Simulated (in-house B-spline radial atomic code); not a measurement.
# Er³⁴⁺: ionisation energy by several methods

Aim: the ionisation energy of Er³⁴⁺ by several methods, each as the difference of two self-consistent energies (Er³⁴⁺ and the next ion, [Ar] 3d10 4s2 4p3).

The numbers are computed with in-house B-spline radial atomic code version 1 (Dirac-Coulomb, several functionals; spherical all-electron atom at the radial basis limit), except any that are marked as measured or tabulated.

## (1) What is computed

- element: erbium (Z = 68)
- charge: +34
- electrons: 34
- configuration: [Ar] 3d10 4s2 4p4
- nucleus: Fermi, rms radius 5.252 fm

Outer shells as boxes (Hund's rule):

[Ar] 3d10 4s2 4p4
```
[Ar] core
3d [↑↓][↑↓][↑↓][↑↓][↑↓]
4s [↑↓]
4p [↑↓][↑ ][↑ ]
```

The boxes only draw the filling; these runs are spin-restricted and spherical.

## (2) PBE

Input settings:

```ini
Z = 68
electrons = 34.0
configuration = [Ar] 3d10 4s2 4p4
hamiltonian = dirac
method = pbe,pbe
spin_polarised = False
nucleus = fermi
rms_radius = 5.2516
mass_number = 166
atomic_mass = 165.930301067
speed_of_light = 137.035999084
```

## (3) LDA (PW92)

Settings: those of step 2 with these lines changed.

```diff
@@ -4,3 +4,3 @@
 hamiltonian = dirac
-method = pbe,pbe
+method = lda,pw
 spin_polarised = False
```

Before running: The tabulated ionisation energy is 1468 ± 5 eV (tabulated theoretical; NIST Atomic Spectra Database). What does each method give, and which comes nearest?

The runs gave:

| method | rung | total energy (hartree) | ΔSCF (eV) | with Breit, QED, recoil (eV) | −ε highest (eV) | corrected ΔSCF less tabulated (eV) |
| --- | --- | --- | --- | --- | --- | --- |
| LDA (PW92) | LDA | -12438.5053 | 1491.17 | 1489.80 | 1445.98 (4p3/2) | +21.80 |
| PBE | GGA | -12447.1781 | 1490.80 | 1489.44 | 1445.81 (4p3/2) | +21.44 |

**Reading.** Tables give 1468 ± 5 eV (tabulated theoretical; NIST Atomic Spectra Database) for the ionisation energy. PBE misses by +21.44 eV, the least, and LDA (PW92) by +21.80 eV (1.5 %), the most. All methods miss on the same side by much the same amount, which points to something that they share. Open shells are averaged (over orientations, and over spins where the run is restricted), while tables refer to the lowest levels. For the semilocal functionals minus the highest level recovers only 97 % of their own ΔSCF value, a mark of self-interaction.

Members of this set that are not shown: 2 used exact exchange with fractional occupations of an open shell, which is unsound here.
